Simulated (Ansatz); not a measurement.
# Pt, space group P6_3/mmc: a phonon calculation by linear response

Program: Ansatz 0.2.0, Python API.

The script, `dfpt.py`:
```python
from pathlib import Path

import ansatz
import numpy as np

vectors = np.array([
    [2.760666, 0.0, 0.0],
    [-1.380333, 2.390807, 0.0],
    [0.0, 0.0, 4.792134],
])
system = (
    ansatz.Lattice.of(vectors)
    .atom('Pt', [2 / 3, 1 / 3, 0.75])
    .atom('Pt', [1 / 3, 2 / 3, 0.25])
)

calculation = system.calculation()
calculation = calculation.occupations(ansatz.OccupationsMethod.FERMI_DIRAC)
calculation = calculation.functional('PBEsol')
calculation = calculation.kpoints(12, 12, 6)
calculation = calculation.phonons('dfpt', points=[(0, 0, 0), (0.5, 0.5, 0.5), (0.5, 0, 0.5)])
res = calculation.run(threads=1, backend='cpu', runs_dir='runs')
ph = res.phonons

for q in ph.qpoints:
    thz = np.asarray(q.omega_inv_cm) / 33.35641
    print('q = ({:.2f}, {:.2f}, {:.2f})'.format(*q.q_frac), np.round(thz, 2) + 0.0, 'THz')
```

```console
$ python dfpt.py
DeckWarning: basis.ecutwfc = 420 eV, auto-derived from the records' recommended cutoffs: set by Pt (normal level)
RunWarning: eigensolver did not converge (k=4): 1 band(s) unlocked after 20 sweeps at ethr=1.00e-12 eV (lowest unlocked band 21, counted from 0; max residual 2.60e-6 eV among the unlocked bands, [...]
q = (0.00, 0.00, 0.00) [-0.66 -0.66  0.    0.    0.    4.59] THz
q = (0.50, 0.50, 0.50) [2.74 2.74 2.78 2.78 4.91 4.91] THz
q = (0.50, 0.00, 0.50) [2.74 2.74 2.78 2.78 4.91 4.91] THz
```
(Warnings from the package without file and line, shortened.)

Notes:
- The cell isn't relaxed first, so the values belong to this volume.
- The mesh is modest for a metal, so energies can be off by several to tens of meV an atom and pressures by half a GPa or more; differences at equal mesh fare better.
- Spin-orbit coupling, which matters for elements this heavy, is left out.
- This isn't the structure that Pt takes at ambient conditions.
- The structure is taken as given; imaginary modes can come from an unrelaxed or unstable start. Phonons of metals also depend on mesh and smearing.
- Run time: 81 s on 1 thread of AMD EPYC 7R32 (Zen 2) (shared host), peak memory 0.88 GiB.
